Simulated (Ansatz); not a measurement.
**AlAsH₂ (singlet): the correlation ladder, cc-pVTZ**

An exercise on one series of results from a longer session: the logs are not shown, and one member is left open.

Program: Ansatz 0.2.0, Gaussian basis. Level of theory: cc-pVTZ, core rule «outside noble gas», up to 19 orbitals frozen. These are calculated values, not measurements.

The runs, in order: UHF; CCSD(T) on RHF; CCSD(T) on UHF; BCCD(T) on RHF; CCSDT(Q) on RHF; CCSDT(Q) on UHF.

14 further runs of the same task are left out: 10 for a known fault of the program, 4 set aside as unsound or not needed. Runs told in other sessions of the task aren't counted.

## The geometry

The geometry is a PBE0/def2-TZVP stationary point (not a proven minimum) of the parent state, kept for this charge and spin. No spin-orbit coupling is included. The filled d shell of As may be among the frozen orbitals whatever the setting's name suggests.

4 atoms, charge 0, spin multiplicity 1.

Atoms are counted from 1 here; the program's logs count them from 0.

Bond lengths: Al1–As2 2.435 Å, Al1–H3 1.589 Å, Al1–H4 1.589 Å. Angles: As2–Al1–H3 120.0°, As2–Al1–H4 120.0°, H3–Al1–H4 120.0°.

As a file:

```xyz
4

Al    0.0000    0.0000    1.7403
As    0.0000    0.0000   -0.6949
H     0.0000    1.3758    2.5343
H     0.0000   -1.3758    2.5343
```

The first run:

in.yaml

```yaml
crystal:
  periodic: [false, false, false]
  atoms:
    - {symbol: Al, position_ang: [0.000000, 0.000000, 1.740252]}
    - {symbol: As, position_ang: [0.000000, 0.000000, -0.694906]}
    - {symbol: H, position_ang: [0.000000, 1.375836, 2.534270]}
    - {symbol: H, position_ang: [0.000000, -1.375836, 2.534270]}
basis:
  gaussian: {orbitals: cc-pVTZ}
magnetization: {spin_polarized: true, initial_magnetization: 0}
hamiltonian: {xc: hf}
output: {orbitals: {seedname: orbitals}}
```

On the command line:

```console
> ansatz run in.yaml --threads 1 --pin off --events-out ev --progress --plain --max-ram 4096MiB --backend cpu
```

Steps of the session up to this table: UHF; CCSD(T) on RHF; CCSD(T) on UHF; BCCD(T) on RHF; CCSDT(Q) on RHF; CCSDT(Q) on UHF.

One table of the session follows, with a row left open; its other results are not shown here.

It belongs to the step «Misses and costs». 

```
   method  from RCCSDT(Q) (kJ/mol)
      RHF                   +614.9
      UHF                        ?
     RMP2                   +136.3
     UMP2                    +83.5
    RCCSD                    +31.9
    UCCSD                    -17.3
 RCCSD(T)                     +9.1
 UCCSD(T)                    -39.3
  BCCD(T)                     +9.1
   RCCSDT                     +2.8
   UCCSDT                    -62.1
RCCSDT(Q)                        0
UCCSDT(Q)                    -69.8
```

**Question.** Estimate the row for UHF.

The run gave: from RCCSDT(Q) (kJ/mol): +513.6. In the column «from RCCSDT(Q) (kJ/mol)» it lies between RMP2 (+136.3) and RHF (+614.9).

The program flags UCCSD(T), UCCSDT(Q) as in doubt (see the logs), so read those rows with care; the flags are large difference.

Limits of these values: The determinant of HF (⟨S²⟩ 1.01) is far from a pure spin state, so its energy mixes those of several spin states; that is harmless only where they are near-degenerate. The determinant of CCSD(T) (⟨S²⟩ 1.01) is far from a pure spin state, so its energy mixes those of several spin states; high orders of coupled cluster remove much of that, low ones don't. The determinant of CCSDT(Q) (⟨S²⟩ 1.01) is far from a pure spin state, so its energy mixes those of several spin states; high orders of coupled cluster remove much of that, low ones don't. The program flags UCCSD(T), UCCSDT(Q) as in doubt, so read those rows with care; the flags are large difference. Warnings: restricted reference is unstable; spin contamination. Restricted and unrestricted rows rest on different reference determinants; a gap between their highest levels can come from leftover correlation error, from unlike frozen cores or from another state.
